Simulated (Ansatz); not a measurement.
# Si7Ge: the cost of one run

Program: Ansatz 0.2.0. Level of theory: DFT LDA, scalar-relativistic, plane waves, PAW. These are calculated values, not measurements.

### 1 The structure to begin with

Symmetry: P-43m, No. 215, cubic system. The conventional cell has a = 5.425 Å, b = 5.425 Å, c = 5.425 Å, α = 90.00°, β = 90.00°, γ = 90.00°. Around Ge (site symmetry -43m) lie 4 Si at 2.37 Å. Si (site symmetry -42m) is surrounded by 4 Si at 2.34 Å. Si (site symmetry 3m) is surrounded by 3 Si at 2.34 Å and 1 Ge at 2.37 Å.

Structure file:

```
CELL_PARAMETERS angstrom
5.42523 0.00000 0.00000
0.00000 5.42523 0.00000
0.00000 0.00000 5.42523
ATOMIC_POSITIONS crystal
Ge 0.00000 0.00000 0.00000
Si 0.00000 0.50000 0.50000
Si 0.50000 0.00000 0.50000
Si 0.50000 0.50000 0.00000
Si 0.25241 0.25241 0.25241
Si 0.25241 0.74759 0.74759
Si 0.74759 0.25241 0.74759
Si 0.74759 0.74759 0.25241
```

### 2 Relaxing the atoms: Si7Ge, no spin

input.yaml reads:

```yaml
crystal:
  lattice:
    - [5.4252291532, 0.0, 0.0]
    - [0.0, 5.4252291532, 0.0]
    - [0.0, 0.0, 5.4252291532]
  atoms:
    - { symbol: Ge, position: [0.0, 0.0, 0.0] }
    - { symbol: Si, position: [0.0, 0.5, 0.5] }
    - { symbol: Si, position: [0.5, 0.0, 0.5] }
    - { symbol: Si, position: [0.5, 0.5, 0.0] }
    - { symbol: Si, position: [0.2524121, 0.2524121, 0.2524121] }
    - { symbol: Si, position: [0.2524121, 0.7475879, 0.7475879] }
    - { symbol: Si, position: [0.7475879, 0.2524121, 0.7475879] }
    - { symbol: Si, position: [0.7475879, 0.7475879, 0.2524121] }
scf:
  occupations: { method: fixed }
output:
  forces: true
  stress: true
  eigenvalues: true
hamiltonian:
  xc: lda
kpoints:
  mp_grid: { grid: [6, 6, 6] }
relax:
  f_tol: 0.003
```

The run is started by

```console
> ansatz run input.yaml --threads 8 --pin off --max-ram 24576MiB --backend cpu --events-out ev --progress --plain --runs-dir out
```

Q: Estimate wall time and peak memory on 8 threads of Intel Xeon Platinum 8375C at 2.90GHz (Ice Lake), shared host.

About 2.1 s, with a peak of 0.58 GiB.
